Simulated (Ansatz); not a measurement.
# CF4 (tetrafluoromethane): MP2/aug-cc-pVDZ

Aim: the electronic atomisation energy of CF4 (tetrafluoromethane) at MP2/aug-cc-pVDZ, from 3 runs. 

Program for the calculation: Ansatz 0.2.0.

30 further runs of the same task are left out: 2 that didn't finish, 28 set aside as unsound or not needed.

**1. The molecule**

CF4 has 5 atoms, charge 0, and is taken as a singlet. SMILES: `FC(F)(F)F`. The coordinates come from a PBE0-D4/def2-TZVP relaxation.

Bond lengths: F1–C2 1.318 Å, C2–F3 1.318 Å, C2–F4 1.318 Å, C2–F5 1.318 Å. Angles: F1–C2–F3 109.5°, F1–C2–F4 109.5°, F1–C2–F5 109.5°, F3–C2–F4 109.5°, F3–C2–F5 109.5°, F4–C2–F5 109.5°.

**2. A single-point energy at MP2/aug-cc-pVDZ**

in.yaml reads:

```yaml
crystal:
  periodic: [false, false, false]
  atoms:
    - {symbol: F, position_ang: [-0.850100, 0.025300, 0.989500]}
    - {symbol: C, position_ang: [0.010000, -0.014700, -0.008300]}
    - {symbol: F, position_ang: [1.157500, -0.501300, 0.420100]}
    - {symbol: F, position_ang: [-0.464000, -0.786000, -0.966200]}
    - {symbol: F, position_ang: [0.196600, 1.203000, -0.476700]}
basis:
  gaussian: {orbitals: aug-cc-pVDZ}
correlation: {method: mp2, frozen_orbitals: {C: 1, F: 1}}
accuracy: high
```

On the command line:

```
$ ansatz run in.yaml --threads 1 --pin off --max-ram 3480MiB --events-out events.jsonl --progress --plain --runs-dir runs
```

Log:

```text
Warning: RAYON_NUM_THREADS=1 ignored (pool sized by the plan → 1); use --threads N
Functional definition: HF
  name "HF"
  exchange = exact_x
  correlation = 0
2366 factors; integrals over basis functions are off by at most 2.7e-9 eV
mean field evaluation 1: about -11851.4091 eV, gradient 4.7e1 eV
mean field evaluation 2: about -11851.8397 eV, gradient 4.9e1 eV
mean field evaluation 4: about -11855.8063 eV, gradient 2.8e0 eV
mean field evaluation 8: about -11855.8574 eV, gradient 1.3e-1 eV
mean field evaluation 16: about -11855.8575 eV, gradient 6.6e-8 eV
mean field -11855.85745309 eV, -435.6947252121 hartree, gradient 6.6e-8 eV, S^2 0.000000; 0 other end points of the search recorded, 0 dependent functions left out
5 core orbitals not correlated: weight in the atoms' cores, before any rotation towards them, 1.000 or more for the frozen orbitals, at most 0.000 for the correlated occupied ones
reference -11855.85745309 eV, -435.6947252121 hartree; 16, 16 occupied and 94, 94 virtual orbitals, 2366 factors
second order -25.51253558 eV of doubles, -0.00000000 eV of singles
Total energy: -11881.36998867 eV, -436.6322936018 hartree
```

Wall time 5.7 s (1 thread of Arm Neoverse V1, shared host); peak memory 0.37 GiB.

**3. The C atom, same level**

job.yaml reads:

```yaml
crystal:
  periodic: [false, false, false]
  atoms:
    - {symbol: C, position_ang: [0.000000, 0.000000, 0.000000]}
basis:
  gaussian: {orbitals: aug-cc-pVDZ}
magnetization: {spin_polarized: true, initial_magnetization: 2}
correlation: {method: mp2, frozen_orbitals: {C: 1}}
accuracy: high
```

Run the same way, it converges to -37.74146 Eh (log not shown).

**4. The F atom at the same level**

run.yaml reads:

```yaml
crystal:
  periodic: [false, false, false]
  atoms:
    - symbol: F
      position_ang: [0.000000, 0.000000, 0.000000]
basis:
  gaussian:
    orbitals: aug-cc-pVDZ
magnetization:
  spin_polarized: true
  initial_magnetization: 1
correlation:
  method: mp2
  frozen_orbitals: {F: 1}
accuracy: high
```

Run the same way, it converges to -99.53570 Eh (log not shown).

**5. Outcome**

At MP2/aug-cc-pVDZ, 5 core orbitals frozen:

```
                                             quantity          value
                               molecule: total energy  -436.63229 Eh
molecule: correlation energy (5 core orbitals frozen)     -937.6 mEh
                                 C atom: total energy   -37.74146 Eh
   C atom: correlation energy (1 core orbital frozen)      -53.7 mEh
            C atom: ⟨S²⟩ of the reference determinant          2.010
                                 F atom: total energy   -99.53570 Eh
   F atom: correlation energy (1 core orbital frozen)     -154.6 mEh
            F atom: ⟨S²⟩ of the reference determinant          0.754
                        electronic atomisation energy      20.355 eV
```

What this shows: Taking the molecule apart into free atoms costs 20.36 eV (469 kcal/mol), before zero-point energy and without spin-orbit coupling.
